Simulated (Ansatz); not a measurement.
GeW:

```
Ge W
1.0
     0.00000    2.57761    2.57761
     2.57761    0.00000    2.57761
     2.57761    2.57761    0.00000
Ge W
1 1
Direct
  0.50000 0.50000 0.50000
  0.00000 0.00000 0.00000
```

The cell was built by a generator and needn't be a form met in nature.

Base run:

| Item | Value |
| --- | --- |
| Program | Ansatz 0.2.0 |
| Functional | revPBE |
| Potentials or basis | Ansatz PAW |
| Cutoff | 420 eV (not typed: the program's choice for these potentials) |
| k mesh | 9 × 9 × 9 |
| Occupations | fermi-dirac, width 0.05 eV |
| Spin | no spin polarisation |

Its results: band gap on the k mesh none (metal or under the smearing width); pressure 2.2 GPa.

Q: After a change of settings the same cell gave: band gap on the k mesh none (metal or under the smearing width); pressure 3.0 GPa. Which change was it?
A. functional from revPBE to BLYP
B. functional from revPBE to RPBE
C. functional from revPBE to r2SCAN; cutoff from 420 eV (not typed: the program's choice for these potentials) to 500 eV (not typed: the program's choice for these potentials)

A: B.

Caveats: spin-orbit coupling is left out, which moves the levels of the heavy elements; the PAW data sets come from PBE, with cores solved anew for the run's functional, which leaves a small shift of forces and pressure.

Runs at the PBE level aren't shown here.
